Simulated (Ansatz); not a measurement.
Wanted: the native input for an Ansatz 0.2.0 run.

| Quantity | Value |
| --- | --- |
| Task | density of states |
| Functional | PBE |
| Potentials or basis | all-electron PAW datasets made for the crystal |
| Cutoff | 260 eV (chosen from the basis error) |
| k mesh | 8 × 8 × 7 |
| Occupations | fermi-dirac, width 0.05 eV |
| Spin | no spin polarisation |

PtSe:

```
CELL_PARAMETERS angstrom
3.70187 0.00000 0.00000
-1.85094 3.20591 0.00000
0.00000 0.00000 3.61284
ATOMIC_POSITIONS crystal
Pt 0.00000 0.00000 0.00000
Se 0.66667 0.33333 0.50000
```

The cell comes from a database or a generator and needn't be the stable form of this composition.

One way to write it, as run:

input.yaml

```yaml
crystal:
  lattice:
    - [3.70187033, 0.0, 0.0]
    - [-1.85093516, 3.20591375, 0.0]
    - [0.0, 0.0, 3.61284203]
  atoms:
    - { symbol: Pt, position: [0.0, 0.0, 0.0] }
    - { symbol: Se, position: [0.6666666667, 0.3333333333, 0.5] }
kpoints:
  mp_grid: { grid: [8, 8, 7] }
scf:
  occupations: { method: fermi_dirac, width: 0.05 }
hamiltonian:
  xc: pbe
  pseudopotentials: { kind: all_electron, datasets: crystal }
output:
  forces: true
  stress: true
  eigenvalues: true
  dos: { projected: false, de: 0.2, e_range: [-20, 10] }
```

Potentials or basis: all-electron PAW datasets made for the crystal.

Launch:

```console
$ ansatz run input.yaml --threads 1 --pin off --max-ram 3072MiB --backend cpu --events-out ev --progress --plain --runs-dir out
```

It gave:

| Item | Value |
| --- | --- |
| Pressure | -11.4 GPa |
| Band gap on the k mesh | none (metal or under the smearing width) |

Caveat: the program warned that the printed levels may be off, so bands, gaps and densities of states are rough.

It took 21 s on 1 thread of Intel(R) Xeon(R) Processor @ 2.50GHz (Skylake/Cascade Lake) (shared host), peak memory 0.51 GiB.
